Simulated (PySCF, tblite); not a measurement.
# C6H12BFS: geometry, infrared bands and NMR shifts

Wanted: the infrared bands and NMR shifts of C6H12BFS (`B[C@@]1(C)CC[C@@H](CF)S1`), by calculation.

The runs use tblite 0.8.0 and PySCF 2.14.0, with density-fitted response routines of our own; the level of theory stands in each step. All values are computed, except where a source is named. Atoms are numbered from 0 throughout.

## 1. The starting structure

21 atoms, charge 0, multiplicity 1; geometry from: force field or distance geometry start.

Bonds of the start (Å): B0–C1 1.60, C1–C2 1.52, C1–C3 1.54, C3–C4 1.52, C4–C5 1.53, C5–C6 1.53, C6–F7 1.38, C5–S8 1.81, S8–C1 1.83, B0–H9 1.17, B0–H10 1.19, C2–H11 1.12, C2–H12 1.11, C2–H13 1.12, C3–H14 1.12, C3–H15 1.13, C4–H16 1.11, C4–H17 1.12, C5–H18 1.12, C6–H19 1.12, C6–H20 1.10.

## 2. Geometry optimisation with GFN2-xTB

What the job is given:

```
{"job": {"kind": "relax", "xc": "GFN2-xTB", "basis": "xTB"}, "charge": 0, "multiplicity": 1}
B     -1.606200    -0.715400    -1.249300
C     -1.110900     0.290400    -0.106700
C     -2.202100     1.290900     0.249100
C     -0.671800    -0.489900     1.144200
C      0.781000    -0.895100     0.972600
C      1.493200     0.325400     0.393800
C      2.789800    -0.056400    -0.329800
F      3.456200     1.083100    -0.748700
S      0.357600     1.174900    -0.737900
H     -0.895700    -1.546000    -1.668700
H     -2.713200    -0.630100    -1.686400
H     -3.104600     0.770500     0.664300
H     -1.853000     2.026800     1.009900
H     -2.516400     1.861500    -0.661600
H     -1.307700    -1.385600     1.336700
H     -0.740000     0.149100     2.069900
H      1.234700    -1.197300     1.936700
H      0.837500    -1.755700     0.257400
H      1.739900     1.026800     1.234100
H      3.460900    -0.617300     0.370400
H      2.562100    -0.693600    -1.201700
```

Command:

```bash
> OMP_NUM_THREADS=1 python probes_run.py task.json out
```

The driver reads the jobs from task.json and runs them one after another.

**Question.** This job is followed by: GFN2-xTB harmonic vibrations, gas phase; GIAO PBE0/pcSseg-1 NMR shielding, non-relativistic, gas phase. Predict these results of the whole session: strongest single infrared mode (GFN2-xTB); zero-point energy (GFN2-xTB); 13C shifts against TMS (PBE0/pcSseg-1); 1H shifts against TMS (PBE0/pcSseg-1); 11B shifts against BF3·OEt2 (PBE0/pcSseg-1); 19F shifts against CFCl3 (PBE0/pcSseg-1); 33S shifts against CS2 (PBE0/pcSseg-1).

The runs gave:

| quantity | value |
| --- | --- |
| strongest single infrared mode (GFN2-xTB) | 2611 cm⁻¹, 136 km/mol |
| zero-point energy (GFN2-xTB) | 107.1 kcal/mol |
| 13C shifts against TMS (PBE0/pcSseg-1) | 88.6, 75.7, 58.9, 43.4, 30.0, 29.8 ppm |
| 1H shifts against TMS (PBE0/pcSseg-1) | 4.76, 4.73, 3.51, 2.31, 2.11, 2.09, 2.04, 1.90, 1.87, 1.69, 1.68, 1.59 ppm |
| 11B shifts against BF3·OEt2 (PBE0/pcSseg-1) | -20.7 ppm |
| 19F shifts against CFCl3 (PBE0/pcSseg-1) | -234.5 ppm |
| 33S shifts against CS2 (PBE0/pcSseg-1) | -79 ppm |

In words: Relaxing lowered the energy by 0.788 eV in 105 steps; the close pair that moved most is B0–S8, from 2.773 to 1.979 Å. All 57 modes are real, so the xTB geometry is a minimum. The strongest single mode, at 2611 cm⁻¹, moves mainly H10. Unscaled tight-binding wavenumbers are off by several per cent, some by more. Its intensities can rank the bands wrongly. The structure rearranged or came apart on optimisation; the results belong to the end geometry, not to the formula as drawn. Shifts at one fixed geometry are not the observed spectrum, which averages over the motion. At PBE0/pcSseg-1: The widest tensor belongs to S8: span 706 ppm, with a paramagnetic part of -476 ppm.
